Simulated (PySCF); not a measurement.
# GaH5OSi: NMR shifts at several levels of theory, part 2 of 2

PySCF 2.14.0. Atoms count from 0.

### Step 7. Shielding tensors: OPBE/pcSseg-2

What the job is given:

```
{"job": {"kind": "nmr", "xc": "OPBE", "basis": "pcSseg-2", "pop": false}, "charge": 0, "multiplicity": 1}
Si     1.445705    -0.374086     0.324795
O     -0.002743    -0.400818    -0.470351
Ga    -1.580315     0.436857    -0.529703
H      2.565290    -0.487465    -0.658011
H      1.622419     0.899106     1.097444
H      1.535661    -1.518206     1.283983
H     -2.534002    -0.088932    -1.643497
H     -1.793092     1.571249     0.525473
```

With the program's defaults for keys left out, this is: GIAO OPBE/pcSseg-2 NMR shielding, non-relativistic, gas phase.

The program printed:

```text
coarse grid: 31368 points
cycle   1  E = -2292.9476795380  dE = -4.625e-01  |g| = 1.393e+00  |ddm| = 2.108e+00
cycle   2  E = -2290.6134056703  dE =  2.334e+00  |g| = 3.392e+00  |ddm| = 2.672e+00
cycle   3  E = -2293.0611729240  dE = -2.448e+00  |g| = 7.109e-01  |ddm| = 2.573e+00
cycle   4  E = -2293.1570798740  dE = -9.591e-02  |g| = 2.609e-01  |ddm| = 4.615e-01
cycle   5  E = -2293.1626133376  dE = -5.533e-03  |g| = 7.105e-02  |ddm| = 1.400e-01
cycle   6  E = -2293.1635060586  dE = -8.927e-04  |g| = 1.779e-02  |ddm| = 5.933e-02
cycle   7  E = -2293.1635629215  dE = -5.686e-05  |g| = 4.479e-03  |ddm| = 1.333e-02
cycle   8  E = -2293.1635667732  dE = -3.852e-06  |g| = 9.238e-04  |ddm| = 3.028e-03
final grid: 63288 points
cycle   9  E = -2293.1635850872  dE =  4.008e-07  |g| = 1.996e-03  |ddm| = 2.403e-03
cycle  10  E = -2293.1635818894  dE =  3.198e-06  |g| = 4.708e-03  |ddm| = 3.476e-03
cycle  11  E = -2293.1635857649  dE = -3.875e-06  |g| = 4.786e-04  |ddm| = 2.377e-03
cycle  12  E = -2293.1635857888  dE = -2.392e-08  |g| = 7.156e-05  |ddm| = 1.837e-04
cycle  13  E = -2293.1635857902  dE = -1.372e-09  |g| = 4.162e-06  |ddm| = 6.980e-05
cycle  14  E = -2293.1635857902  dE =  2.274e-12  |g| = 1.834e-06  |ddm| = 7.500e-06
converged SCF energy = -2293.1635857902

GIAO shielding tensors (ppm)
atom      isotropic    diamagn.    paramagn.     s11        s22        s33       span
  0 Si     390.264     877.967    -487.703    339.665    348.153    482.975    143.310
  1 O      226.543     390.816    -164.272     88.079    227.146    364.404    276.325
  2 Ga    1350.826    2640.432   -1289.606   1221.328   1258.671   1572.478    351.150
  3 H       25.859      28.417      -2.558     22.935     24.091     30.550      7.615
  4 H       25.741      29.174      -3.433     22.824     24.140     30.259      7.435
  5 H       25.851      28.646      -2.795     22.902     24.002     30.648      7.746
  6 H       25.721      27.591      -1.871     20.212     20.298     36.651     16.439
  7 H       25.555      28.049      -2.494     20.246     20.326     36.093     15.847
```

It took 20 s on 1 thread of Arm Neoverse V2, shared host; peak memory 0.87 GiB.

In short: δ Si0 -34.7, O1 102.7, Ga2 344, H6 5.56, H3 5.38 ppm (means over like atoms).

### Step 8. NMR shieldings: KT2/pcSseg-2

Settings changed since step 7:

```diff
@@ -1,2 +1,2 @@
-{"job": {"kind": "nmr", "xc": "OPBE", "basis": "pcSseg-2", "pop": false}, "charge": 0, "multiplicity": 1}
+{"job": {"kind": "nmr", "xc": "KT2", "basis": "pcSseg-2", "pop": false}, "charge": 0, "multiplicity": 1}
 Si     1.445705    -0.374086     0.324795
```

Method: GIAO KT2/pcSseg-2 NMR shielding, non-relativistic, gas phase.

The program printed:

```text
coarse grid: 31368 points
cycle   1  E = -2304.2682433605  dE = -4.091e-01  |g| = 1.206e+00  |ddm| = 1.997e+00
cycle   2  E = -2301.5563292924  dE =  2.712e+00  |g| = 3.311e+00  |ddm| = 2.799e+00
cycle   3  E = -2304.4284978297  dE = -2.872e+00  |g| = 4.748e-01  |ddm| = 2.677e+00
cycle   4  E = -2304.4702512723  dE = -4.175e-02  |g| = 3.474e-01  |ddm| = 4.555e-01
cycle   5  E = -2304.4814481397  dE = -1.120e-02  |g| = 6.855e-02  |ddm| = 1.300e-01
cycle   6  E = -2304.4822080936  dE = -7.600e-04  |g| = 1.832e-02  |ddm| = 5.768e-02
cycle   7  E = -2304.4822713876  dE = -6.329e-05  |g| = 4.587e-03  |ddm| = 1.513e-02
cycle   8  E = -2304.4822757672  dE = -4.380e-06  |g| = 1.134e-03  |ddm| = 3.514e-03
final grid: 63288 points
cycle   9  E = -2304.4822830672  dE =  5.682e-07  |g| = 2.427e-03  |ddm| = 2.630e-03
cycle  10  E = -2304.4822783881  dE =  4.679e-06  |g| = 5.790e-03  |ddm| = 4.138e-03
cycle  11  E = -2304.4822839557  dE = -5.568e-06  |g| = 7.639e-04  |ddm| = 2.878e-03
cycle  12  E = -2304.4822840317  dE = -7.603e-08  |g| = 9.774e-05  |ddm| = 3.188e-04
cycle  13  E = -2304.4822840343  dE = -2.549e-09  |g| = 7.242e-06  |ddm| = 9.725e-05
cycle  14  E = -2304.4822840343  dE = -1.637e-11  |g| = 2.084e-06  |ddm| = 9.088e-06
converged SCF energy = -2304.4822840343

GIAO shielding tensors (ppm)
atom      isotropic    diamagn.    paramagn.     s11        s22        s33       span
  0 Si     386.199     879.674    -493.474    332.795    341.325    484.479    151.684
  1 O      193.915     392.421    -198.506     24.785    192.277    364.684    339.899
  2 Ga    1327.655    2643.418   -1315.762   1170.253   1265.788   1546.926    376.673
  3 H       25.747      28.088      -2.341     22.874     23.982     30.384      7.510
  4 H       25.628      28.735      -3.107     22.760     24.033     30.092      7.332
  5 H       25.746      28.270      -2.524     22.832     23.908     30.499      7.667
  6 H       25.419      27.344      -1.924     19.954     20.055     36.249     16.294
  7 H       25.240      27.513      -2.274     19.933     20.074     35.712     15.779
```

Wall time 20 s (1 thread of Arm Neoverse V2, shared host); peak memory 0.88 GiB.

Key values: δ Si0 -35.2, O1 130.4, Ga2 392, H6 5.85, H3 5.47 ppm (means over like atoms).

### Step 9. Shielding tensors: KT3/pcSseg-2

Settings changed since step 8:

```diff
@@ -1,2 +1,2 @@
-{"job": {"kind": "nmr", "xc": "KT2", "basis": "pcSseg-2", "pop": false}, "charge": 0, "multiplicity": 1}
+{"job": {"kind": "nmr", "xc": "KT3", "basis": "pcSseg-2", "pop": false}, "charge": 0, "multiplicity": 1}
 Si     1.445705    -0.374086     0.324795
```

Method: GIAO KT3/pcSseg-2 NMR shielding, non-relativistic, gas phase.

The program printed:

```text
coarse grid: 31368 points
cycle   1  E = -2303.4345643856  dE = -4.318e-01  |g| = 1.183e+00  |ddm| = 2.046e+00
cycle   2  E = -2300.7545128657  dE =  2.680e+00  |g| = 3.256e+00  |ddm| = 3.089e+00
cycle   3  E = -2303.6025152005  dE = -2.848e+00  |g| = 4.310e-01  |ddm| = 2.963e+00
cycle   4  E = -2303.6381088257  dE = -3.559e-02  |g| = 3.331e-01  |ddm| = 4.450e-01
cycle   5  E = -2303.6482127800  dE = -1.010e-02  |g| = 6.769e-02  |ddm| = 1.252e-01
cycle   6  E = -2303.6488633624  dE = -6.506e-04  |g| = 1.616e-02  |ddm| = 5.164e-02
cycle   7  E = -2303.6489126113  dE = -4.925e-05  |g| = 3.890e-03  |ddm| = 1.397e-02
cycle   8  E = -2303.6489158979  dE = -3.287e-06  |g| = 1.120e-03  |ddm| = 3.495e-03
final grid: 63288 points
cycle   9  E = -2303.6489337355  dE =  4.536e-07  |g| = 2.311e-03  |ddm| = 2.511e-03
cycle  10  E = -2303.6489303600  dE =  3.376e-06  |g| = 5.163e-03  |ddm| = 3.706e-03
cycle  11  E = -2303.6489344781  dE = -4.118e-06  |g| = 6.879e-04  |ddm| = 2.553e-03
cycle  12  E = -2303.6489345425  dE = -6.442e-08  |g| = 8.802e-05  |ddm| = 2.964e-04
cycle  13  E = -2303.6489345446  dE = -2.099e-09  |g| = 6.679e-06  |ddm| = 8.701e-05
cycle  14  E = -2303.6489345446  dE = -1.273e-11  |g| = 1.922e-06  |ddm| = 8.085e-06
converged SCF energy = -2303.6489345446

GIAO shielding tensors (ppm)
atom      isotropic    diamagn.    paramagn.     s11        s22        s33       span
  0 Si     397.872     878.901    -481.029    348.598    357.029    487.991    139.393
  1 O      210.041     392.835    -182.794     61.746    210.232    358.146    296.400
  2 Ga    1378.158    2643.174   -1265.017   1244.917   1295.918   1593.638    348.721
  3 H       26.184      28.482      -2.298     23.292     24.427     30.832      7.540
  4 H       26.070      29.219      -3.149     23.190     24.498     30.523      7.332
  5 H       26.181      28.700      -2.520     23.256     24.350     30.935      7.679
  6 H       25.961      27.817      -1.856     20.529     20.558     36.797     16.268
  7 H       25.789      28.110      -2.321     20.507     20.598     36.261     15.754
```

Wall time 20 s (1 thread of Arm Neoverse V2, shared host); peak memory 0.87 GiB.

This run: δ Si0 -39.6, O1 113.8, Ga2 341, H6 5.48, H3 5.21 ppm (means over like atoms).

### Step 10. NMR shieldings: B97-D/pcSseg-2

Settings changed since step 9:

```diff
@@ -1,2 +1,2 @@
-{"job": {"kind": "nmr", "xc": "KT3", "basis": "pcSseg-2", "pop": false}, "charge": 0, "multiplicity": 1}
+{"job": {"kind": "nmr", "xc": "B97-D", "basis": "pcSseg-2", "pop": false}, "charge": 0, "multiplicity": 1}
 Si     1.445705    -0.374086     0.324795
```

Level: GIAO B97-D/pcSseg-2 NMR shielding, non-relativistic, gas phase.

The program printed:

```text
coarse grid: 31368 points
cycle   1  E = -2293.3959560326  dE = -4.298e-01  |g| = 1.376e+00  |ddm| = 2.060e+00
cycle   2  E = -2290.7021048849  dE =  2.694e+00  |g| = 3.498e+00  |ddm| = 2.821e+00
cycle   3  E = -2293.5294812351  dE = -2.827e+00  |g| = 6.688e-01  |ddm| = 2.723e+00
cycle   4  E = -2293.6159700523  dE = -8.649e-02  |g| = 3.221e-01  |ddm| = 4.928e-01
cycle   5  E = -2293.6244418924  dE = -8.472e-03  |g| = 8.040e-02  |ddm| = 1.443e-01
cycle   6  E = -2293.6255524203  dE = -1.111e-03  |g| = 2.121e-02  |ddm| = 6.642e-02
cycle   7  E = -2293.6256307583  dE = -7.834e-05  |g| = 5.525e-03  |ddm| = 1.520e-02
cycle   8  E = -2293.6256365894  dE = -5.831e-06  |g| = 1.293e-03  |ddm| = 3.326e-03
final grid: 63288 points
cycle   9  E = -2293.6256684580  dE =  1.002e-06  |g| = 3.118e-03  |ddm| = 3.324e-03
cycle  10  E = -2293.6256588851  dE =  9.573e-06  |g| = 7.921e-03  |ddm| = 5.574e-03
cycle  11  E = -2293.6256701630  dE = -1.128e-05  |g| = 7.467e-04  |ddm| = 3.875e-03
cycle  12  E = -2293.6256702177  dE = -5.468e-08  |g| = 9.837e-05  |ddm| = 2.744e-04
cycle  13  E = -2293.6256702202  dE = -2.511e-09  |g| = 6.340e-06  |ddm| = 9.833e-05
cycle  14  E = -2293.6256702202  dE = -1.137e-11  |g| = 3.189e-06  |ddm| = 1.141e-05
converged SCF energy = -2293.6256702202

GIAO shielding tensors (ppm)
atom      isotropic    diamagn.    paramagn.     s11        s22        s33       span
  0 Si     380.512     877.514    -497.001    331.276    339.769    470.492    139.216
  1 O      201.798     392.687    -190.889     48.532    200.114    356.749    308.216
  2 Ga    1308.179    2641.064   -1332.884   1155.063   1245.359   1524.115    369.052
  3 H       26.149      28.512      -2.364     23.265     24.413     30.768      7.503
  4 H       26.026      29.142      -3.116     23.138     24.484     30.456      7.318
  5 H       26.144      28.692      -2.548     23.236     24.330     30.866      7.630
  6 H       25.683      27.520      -1.837     20.210     20.309     36.530     16.320
  7 H       25.493      27.744      -2.251     20.199     20.310     35.970     15.771
```

Wall time 20 s (1 thread of Arm Neoverse V2, shared host); peak memory 0.87 GiB.

Key values: δ Si0 -44.0, O1 123.4, Ga2 372, H6 5.81, H3 5.29 ppm (means over like atoms).

### Step 11. Shielding tensors: B3LYP/pcSseg-2

Settings changed since step 10:

```diff
@@ -1,2 +1,2 @@
-{"job": {"kind": "nmr", "xc": "B97-D", "basis": "pcSseg-2", "pop": false}, "charge": 0, "multiplicity": 1}
+{"job": {"kind": "nmr", "xc": "B3LYP", "basis": "pcSseg-2", "pop": false}, "charge": 0, "multiplicity": 1}
 Si     1.445705    -0.374086     0.324795
```

With the program's defaults for keys left out, this is: GIAO B3LYP/pcSseg-2 NMR shielding, non-relativistic, gas phase.

The program printed:

```text
coarse grid: 31368 points
cycle   1  E = -2292.5795817756  dE = -4.824e-01  |g| = 1.490e+00  |ddm| = 2.031e+00
cycle   2  E = -2291.3020707424  dE =  1.278e+00  |g| = 2.967e+00  |ddm| = 1.804e+00
cycle   3  E = -2292.7423596574  dE = -1.440e+00  |g| = 5.706e-01  |ddm| = 1.627e+00
cycle   4  E = -2292.7993138778  dE = -5.695e-02  |g| = 1.850e-01  |ddm| = 3.138e-01
cycle   5  E = -2292.8020513995  dE = -2.738e-03  |g| = 3.751e-02  |ddm| = 8.203e-02
cycle   6  E = -2292.8022999945  dE = -2.486e-04  |g| = 8.066e-03  |ddm| = 3.069e-02
cycle   7  E = -2292.8023110371  dE = -1.104e-05  |g| = 1.231e-03  |ddm| = 5.592e-03
cycle   8  E = -2292.8023113222  dE = -2.851e-07  |g| = 2.211e-04  |ddm| = 8.211e-04
final grid: 63288 points
cycle   9  E = -2292.8023099517  dE = -4.350e-08  |g| = 3.458e-04  |ddm| = 1.020e-03
cycle  10  E = -2292.8023099267  dE =  2.503e-08  |g| = 6.002e-04  |ddm| = 3.687e-04
cycle  11  E = -2292.8023099645  dE = -3.787e-08  |g| = 5.903e-05  |ddm| = 2.219e-04
cycle  12  E = -2292.8023099650  dE = -4.620e-10  |g| = 1.881e-05  |ddm| = 2.893e-05
converged SCF energy = -2292.8023099650

GIAO shielding tensors (ppm)
atom      isotropic    diamagn.    paramagn.     s11        s22        s33       span
  0 Si     369.834     876.126    -506.292    320.613    328.880    460.009    139.396
  1 O      208.649     393.306    -184.657     58.620    203.886    363.442    304.823
  2 Ga    1321.788    2638.190   -1316.402   1155.443   1262.851   1547.069    391.626
  3 H       26.212      28.406      -2.194     23.309     24.448     30.879      7.570
  4 H       26.127      28.957      -2.831     23.203     24.619     30.557      7.354
  5 H       26.220      28.553      -2.333     23.294     24.385     30.980      7.686
  6 H       25.819      27.449      -1.631     20.340     20.365     36.751     16.410
  7 H       25.666      27.620      -1.954     20.360     20.458     36.179     15.819
```

Wall time 15 s (1 thread of Arm Neoverse V2, shared host); peak memory 0.96 GiB.

In short: δ Si0 -45.2, O1 117.2, Ga2 372, H6 5.65, H3 5.20 ppm (means over like atoms).

### Step 12. Side by side: NMR shifts

Shifts (ppm), means over like atoms, with basis size and wall time:

```csv
run,H6,H3,Si0,O1,Ga2,functions,time
HF/pcSseg-2,4.83,4.65,-46.2,46.9,263,212,9.4 s
LDA/pcSseg-2,6.30,5.81,-33.9,151.9,479,212,16 s
PBE/pcSseg-2,5.91,5.52,-39.1,134.1,404,212,19 s
BLYP/pcSseg-2,5.92,5.40,-47.0,143.2,398,212,19 s
BP86/pcSseg-2,5.98,5.50,-39.5,134.0,403,212,19 s
OPBE/pcSseg-2,5.56,5.38,-34.7,102.7,344,212,20 s
KT2/pcSseg-2,5.85,5.47,-35.2,130.4,392,212,20 s
KT3/pcSseg-2,5.48,5.21,-39.6,113.8,341,212,20 s
B97-D/pcSseg-2,5.81,5.29,-44.0,123.4,372,212,20 s
B3LYP/pcSseg-2,5.65,5.20,-45.2,117.2,372,212,15 s
```

### Step 13. Outcome

What follows sums up all 2 parts.

| quantity | value |
| --- | --- |
| 1H shifts against TMS (HF/pcSseg-2, means over atoms taken as alike) | 4.83, 4.65 ppm |
| 29Si shifts against TMS (HF/pcSseg-2) | -46.2 ppm |
| 17O shifts against H2O (HF/pcSseg-2) | 46.9 ppm |
| 71Ga shifts against GaH4- (HF/pcSseg-2) | 263 ppm |
| range of the shift of Ga2 | 263 to 479 ppm |

Single values in the summary come from the first run of each kind that ended normally (HF/pcSseg-2), which need not be the best level. At HF/pcSseg-2: Shielding is most anisotropic at Ga2 (span 367 ppm, paramagnetic term -1070 ppm). Across the 10 runs the shift of Ga2 moves most, between 263 (HF/pcSseg-2) and 479 ppm (LDA/pcSseg-2). Spin-orbit coupling is left out, which matters for shieldings and couplings at and beside the heavy atoms.
